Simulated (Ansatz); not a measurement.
## CdPd, space group P4/mmm: the spin response to a magnetic field, step by step

With Ansatz 0.2.0, Python API.

Run as a notebook:

In [1]:
```python
import warnings

import ansatz as az
import numpy as np
import pandas as pd
from pymatgen.core import Lattice, Structure
from pymatgen.io.ase import AseAtomsAdaptor
```

In [2]:
```python
warnings.simplefilter("ignore", az.DeckWarning)
```

In [3]:
```python
pmg_structure = Structure(
    Lattice([[3.0276, 0.0, 0.0], [0.0, 3.0276, 0.0], [0.0, 0.0, 3.631]]),
    ["Cd", "Pd"],
    [
        [0.0, 0.0, 0.0],
        [0.5, 0.5, 0.5],
    ],
)
system = az.Crystal.from_ase(AseAtomsAdaptor.get_atoms(pmg_structure))
```

In [4]:
```python
setup = system.calculation()
setup = setup.functional("pbesol").kpoints(8, 8, 6, center="gamma")
setup = setup.occupations(az.OccupationsMethod.GAUSSIAN, width=100 * az.meV)
setup = setup.spin("collinear")
# the field acts on the spins alone; such large fields lift the response over the noise
rows = []
for tesla in [0, 100, 200, 400]:
    report = (setup.magnetic_field(tesla) if tesla else setup).run(threads=1, pin="off").report
    rows.append((tesla, report["magnetization_mub"], report["free_energy_ev"], report["components"].get("e_zeeman", 0.0)))
print(pd.DataFrame(rows, columns=["B (T)", "moment muB", "F eV", "Zeeman term eV"]).round(4).to_string(index=False))
slope = np.polyfit([row[0] for row in rows], [row[1] for row in rows], 1)[0]
print(f"dM/dB = {1000 * slope:.4f} muB per 1000 T per cell")
```
```text
RunWarning: this spin-polarised run has no starting moment large enough to seed its density, so its SCF can try parallel moments of its own, which can die out, and starts no order whose moments cancel. Behind that start scf.lower_state_search: light tries no [...]
 B (T)  moment muB        F eV  Zeeman term eV
     0      0.0000 -15091.5781          0.0000
   100      0.0024 -15091.5781         -0.0000
   200      0.0048 -15091.5782         -0.0001
   400      0.0095 -15091.5783         -0.0002
dM/dB = 0.0236 muB per 1000 T per cell
```

Notes:
- Absolute energies stand on the zero of these potentials, so only differences at equal settings mean something. A total without «per atom» is that of the cell as typed.
- The mesh is modest for a metal, so energies can be off by several to tens of meV an atom and pressures by half a GPa or more; differences at equal mesh fare better.
- The structure is a deposited one; some such entries were measured under pressure or heat, so a shift against it needn't be the functional's error alone.
- Warnings are shown shortened and without file and line.
- Orbital magnetism is left out. The response of a metal hangs strongly on mesh and smearing, and a straight-line fit holds only where the moment is linear in the field.
- The script silences the warnings on its input, which a real study should read.
- Wall time of the script: 29 s on 1 thread of Arm Neoverse V1, with other jobs on the host, peak memory 0.49 GiB.

(Lines on the test bed's own set-up are left out of the output.)
